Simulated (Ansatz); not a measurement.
**CH₆ClNOSi: small, medium and large basis sets**

An exercise on one series of results from a longer session: the logs are not shown, and one member is left open.

Method: one geometry, several basis sets; program: Ansatz 0.2.0, Gaussian basis.

Levels to be run: PBE0-D4/def2-SVP; ωB97M-V/def2-SVP; PBE0-D4/def2-QZVPP; ωB97M-V/def2-QZVPP; the functionals' def2-TZVPP values are taken from earlier runs.

## The geometry

An earlier PBE0-D4 in a triple-zeta def2 set relaxation fixed the geometry.

11 atoms, charge 0, spin multiplicity 1.

Atoms are counted from 1 here; the program's logs count them from 0.

Bond lengths: C1–O2 1.411 Å, C1–H6 1.094 Å, C1–H7 1.096 Å, C1–H8 1.091 Å, O2–Si3 1.631 Å, Si3–N4 1.690 Å, Si3–Cl5 2.059 Å, Si3–H9 1.479 Å, N4–H10 1.007 Å, N4–H11 1.007 Å. Angles: O2–C1–H6 111.0°, O2–C1–H7 111.5°, O2–C1–H8 108.1°, H6–C1–H7 108.7°, H6–C1–H8 108.9°, H7–C1–H8 108.6°, C1–O2–Si3 124.2°, O2–Si3–N4 112.8°, O2–Si3–Cl5 107.7°, O2–Si3–H9 109.7°, N4–Si3–Cl5 107.9°, N4–Si3–H9 110.0°, Cl5–Si3–H9 108.5°, Si3–N4–H10 120.6°, Si3–N4–H11 121.3°, H10–N4–H11 112.2°.

Set-up of the first run:

in.yaml reads:

```yaml
crystal:
  periodic: [false, false, false]
  atoms:
    - {symbol: C, position_ang: [-1.201376, 1.472205, -0.166385]}
    - {symbol: O, position_ang: [-0.495651, 0.323170, -0.581228]}
    - {symbol: Si, position_ang: [0.460734, -0.566620, 0.395780]}
    - {symbol: N, position_ang: [1.212022, -1.847029, -0.411201]}
    - {symbol: Cl, position_ang: [1.933562, 0.671553, 1.129690]}
    - {symbol: H, position_ang: [-0.513816, 2.282844, 0.093643]}
    - {symbol: H, position_ang: [-1.839264, 1.261906, 0.699714]}
    - {symbol: H, position_ang: [-1.834462, 1.797906, -0.992775]}
    - {symbol: H, position_ang: [-0.330930, -1.080366, 1.534573]}
    - {symbol: H, position_ang: [0.700016, -2.685100, -0.632477]}
    - {symbol: H, position_ang: [1.974566, -1.687568, -1.048733]}
basis:
  gaussian: {orbitals: def2-SVP}
hamiltonian: {xc: pbe0, dispersion: d4}
output: {orbitals: {seedname: orbitals}}
```

Run with:

```
> ansatz run in.yaml --threads 4 --pin off --events-out ev --progress --plain --max-ram 10444MiB
```

Among the steps run: PBE0-D4 in def2-SVP; ωB97M-V in def2-SVP; PBE0-D4 in def2-QZVPP; ωB97M-V in def2-QZVPP.

One of the session's tables, all rows but one given; the rest of the session is left out.

It belongs to the step «Density functionals: the series». 

| functional | basis | HOMO (eV) | LUMO (eV) |
| --- | --- | --- | --- |
| PBE0-D4 | def2-SVP | -7.78 | 1.59 |
| PBE0-D4 | def2-TZVPP | -8.01 | 0.85 |
| PBE0-D4 | def2-QZVPP | -8.05 | 0.56 |
| ωB97M-V | def2-SVP | -10.17 | 3.29 |
| ωB97M-V | def2-TZVPP | ? | ? |
| ωB97M-V | def2-QZVPP | -10.46 | 1.82 |

**Question.** Estimate the row for ωB97M-V, def2-TZVPP.

The run gave: HOMO (eV): -10.41; LUMO (eV): 2.31. In the column «HOMO (eV)» it lies between ωB97M-V, def2-QZVPP (-10.46) and ωB97M-V, def2-SVP (-10.17).
